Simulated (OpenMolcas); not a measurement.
# BCl2F (SMILES FB(Cl)Cl): HF/ANO-R3 (DKH2, RICD fitting)

What is the energy change on altering one bond length of BCl2F at HF/ANO-R3 (DKH2, RICD fitting)? 

Program for the calculation: OpenMolcas 26.06.

### Step 1. The structure to begin with

BCl2F has 4 atoms, charge 0, and is taken as a singlet. As SMILES, `FB(Cl)Cl`. Geometry: relaxed at PBE0-D4/def2-TZVP.

Bond lengths: F1–B2 1.310 Å, B2–Cl3 1.739 Å, B2–Cl4 1.739 Å. Angles: F1–B2–Cl3 119.3°, F1–B2–Cl4 119.3°, Cl3–B2–Cl4 121.5°.

### Step 2. The energy at HF/ANO-R3 (DKH2, RICD fitting)

job.inp

```
&GATEWAY
 Coord
 4
 angstrom
 F        0.114370      -1.165320      -0.781190
 B        0.007910      -0.080610      -0.054040
 Cl      -1.549540       0.373780       0.571420
 Cl       1.427260       0.872140       0.263810
 Basis=ANO-R3
 Group=NoSym
 RICD

&SEWARD
 Relativistic=R02O02
 Expert

&SCF
 PrOrbitals=1 1
```

Run with:

```sh
$ export MOLCAS_MEM=1860
$ pymolcas job.inp > job.log
```

The log of the run:

```text
--- Start Module: gateway ---
[...]
--- Stop Module: gateway /rc=_RC_ALL_IS_WELL_ ---
[...]
--- Start Module: seward ---
[...]
 ###    WARNING:  EXPERT option is ON!                                       ###
 ###############################################################################
               SEWARD will generate:
[...]
      Basis functions          208
--- Stop Module: seward /rc=_RC_ALL_IS_WELL_ ---
[...]
--- Start Module: scf ---
[...]
       Convergence after  11 Iterations
[...]
::    Total SCF energy                              -1046.2762015277
[...]
      Total spin, S                                     0.0000000000
[...]
      Total electronic charge=   48.000000
      Total            charge=   -0.000000
[...]
      Dipole Moment (debye):
      Origin of the operator (angstrom)=   -0.0202    0.2055    0.1378
                   X= -2.8124E-02               Y=  2.8651E-01               Z=  1.9206E-01           Total=  3.4607E-01
      Quadrupole Moment (debye*angstrom):
[...]
--- Stop Module: scf /rc=_RC_ALL_IS_WELL_ ---
[...]
```

Wall time 55 s (1 thread of Arm Neoverse V2, shared host); peak memory 0.42 GiB.

### Step 3. The distorted shape, same level

job.input

```
&GATEWAY
  Coord
  4
  angstrom
  F        0.893135      -1.392527      -1.093936
  B        0.786675      -0.307817      -0.366786
  Cl      -1.549540       0.373780       0.571420
  Cl       2.206025       0.644933      -0.048936
  Basis = ANO-R3
  Group = NoSym
  RICD

&SEWARD
  Relativistic = R02O02
  Expert

&SCF
  PrOrbitals = 1 1
```

Run with:

```sh
$ export MOLCAS_MEM=1860
$ pymolcas job.input > job.log
```

The log of the run:

```text
--- Start Module: gateway ---
[...]
--- Stop Module: gateway /rc=_RC_ALL_IS_WELL_ ---
[...]
--- Start Module: seward ---
[...]
 ###    WARNING:  EXPERT option is ON!                                       ###
 ###############################################################################
               SEWARD will generate:
[...]
      Basis functions          208
--- Stop Module: seward /rc=_RC_ALL_IS_WELL_ ---
[...]
--- Start Module: scf ---
[...]
       Convergence after  12 Iterations
[...]
::    Total SCF energy                              -1046.1593903527
[...]
      Total spin, S                                     0.0000000000
[...]
      Total electronic charge=   48.000000
      Total            charge=   -0.000000
[...]
      Dipole Moment (debye):
      Origin of the operator (angstrom)=    0.4861    0.0578   -0.0655
                   X=  3.9404E+00               Y= -4.3288E-01               Z= -1.1169E+00           Total=  4.1185E+00
      Quadrupole Moment (debye*angstrom):
[...]
--- Stop Module: scf /rc=_RC_ALL_IS_WELL_ ---
[...]
```

It took 59 s on 1 thread of Arm Neoverse V2, shared host; peak memory 0.42 GiB.

### Step 4. Outcome

At HF/ANO-R3 (DKH2, RICD fitting):

| quantity | value |
| --- | --- |
| first shape: total energy | -1046.27620 Eh |
| first shape: dipole moment | 0.35 D |
| first shape: HOMO energy | -12.84 eV |
| first shape: LUMO energy | 2.83 eV |
| first shape: HOMO–LUMO gap | 15.67 eV |
| distorted shape: total energy | -1046.15939 Eh |
| distorted shape: dipole moment | 4.12 D |
| distorted shape: HOMO energy | -11.64 eV |
| distorted shape: LUMO energy | -0.02 eV |
| distorted shape: HOMO–LUMO gap | 11.62 eV |
| energy change with the B2–Cl3 bond stretched from 1.739 to 2.608 Å | 3.179 eV |

**Reading.** With the B2–Cl3 bond stretched from 1.739 to 2.608 Å the energy rises by 3.18 eV (307 kJ/mol). The first shape isn't relaxed at this level, so the change isn't measured from a minimum. Mulliken charges (first shape) run from -0.24 on F1 to +0.39 on B2; they depend strongly on the basis.
